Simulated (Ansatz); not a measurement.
**SeO+ (quartet): the correlation ladder, cc-pVDZ**

Aim: climb from Hartree-Fock through coupled cluster and multireference methods for SeO+ (quartet) at one geometry and basis, and see what each rung misses.

Program: Ansatz 0.2.0, Gaussian basis. Level of theory: cc-pVDZ, core rule «outside noble gas», up to 15 orbitals frozen. These are calculated values, not measurements.

The runs, in order: UHF; CCSD(T) on ROHF; CCSD(T) on UHF; BCCD(T) on ROHF; CISD; CCSDT(Q) on ROHF; CCSDT(Q) on UHF; CASSCF and MRCISD+Q, 11 electrons in 8 orbitals; CASSCF and MRCISD+Q(relaxed), 11 electrons in 8 orbitals; CASSCF and NEVPT2, 11 electrons in 8 orbitals.

19 further runs of the same task are left out: 7 that didn't finish, 12 set aside as unsound or not needed.

### 1 What is computed

The geometry is a PBE0/def2-TZVP stationary point (not a proven minimum) of the parent state, kept for this charge and spin. No spin-orbit coupling is included. The filled d shell of Se may be among the frozen orbitals whatever the setting's name suggests; the logs give the count.

2 atoms, charge 1, spin multiplicity 4.

Atoms are counted from 1 here; the program's logs count them from 0.

Bond lengths: O1–Se2 1.633 Å.

### 2 UHF

in.yaml

```yaml
crystal:
  periodic: [false, false, false]
  atoms:
    - {symbol: O, position_ang: [0.000000, 0.000000, 0.000000]}
    - {symbol: Se, position_ang: [0.000000, 0.000000, 1.632800]}
basis:
  gaussian: {orbitals: cc-pVDZ}
total_charge: 1
magnetization: {spin_polarized: true, initial_magnetization: 3}
hamiltonian: {xc: hf}
output: {orbitals: {seedname: orbitals}}
```

The run is started by

```
> ansatz run in.yaml --threads 1 --pin off --events-out ev --progress --plain --max-ram 2393MiB
```

Further steps of the session: CCSD(T) on ROHF; CCSD(T) on UHF; BCCD(T) on ROHF; CISD; CCSDT(Q) on ROHF; CCSDT(Q) on UHF; CASSCF and MRCISD+Q, 11 electrons in 8 orbitals; CASSCF and MRCISD+Q(relaxed), 11 electrons in 8 orbitals; CASSCF and NEVPT2, 11 electrons in 8 orbitals.

Q: Predict the results of all the runs planned. Wanted: UCCSDT(Q) below the RHF energy; RMP2 from UCCSDT(Q); UMP2 from UCCSDT(Q); RCCSD from UCCSDT(Q); RCCSD(T) from UCCSDT(Q); UCCSD(T) from UCCSDT(Q); RCCSDT(Q) from UCCSDT(Q); NEVPT2 valence from UCCSDT(Q); MRCISD+Q valence from UCCSDT(Q).

The runs gave:

```
                                quantity                                                                             value
          UCCSDT(Q) below the RHF energy                                                                        -6.8928 eV
                     RMP2 from UCCSDT(Q)                                                                        +856.8 meV
                     UMP2 from UCCSDT(Q)                                                                        +880.0 meV
                    RCCSD from UCCSDT(Q)                                                                        +200.1 meV
                 RCCSD(T) from UCCSDT(Q)                                                                         +44.0 meV
                 UCCSD(T) from UCCSDT(Q)                                                                         +37.3 meV
                RCCSDT(Q) from UCCSDT(Q)                                                                          +9.2 meV
           NEVPT2 valence from UCCSDT(Q)                                                                       +1023.3 meV
         MRCISD+Q valence from UCCSDT(Q)                                                                         +33.0 meV
MRCISD+Q(relaxed) valence from UCCSDT(Q)                                                                          -0.4 meV
       levels within 1 kcal/mol (43 meV)  UCCSD(T), RCCSDT, UCCSDT, RCCSDT(Q), MRCISD+Q valence, MRCISD+Q(relaxed) valence
                           T1 diagnostic                                                                             0.029
          effectively unpaired electrons                                                                              3.01
```

In words: RCCSD(T) misses by +44.0 meV, 0.6 % of the correlation energy. One determinant dominates. Of the multireference levels listed MRCISD+Q(relaxed) valence comes nearest in total energy (-0.4 meV), which doesn't show that its space is the better one. These misses are within one basis, not against nature; the frozen cores of restricted and unrestricted runs differ, which can shift their rows.
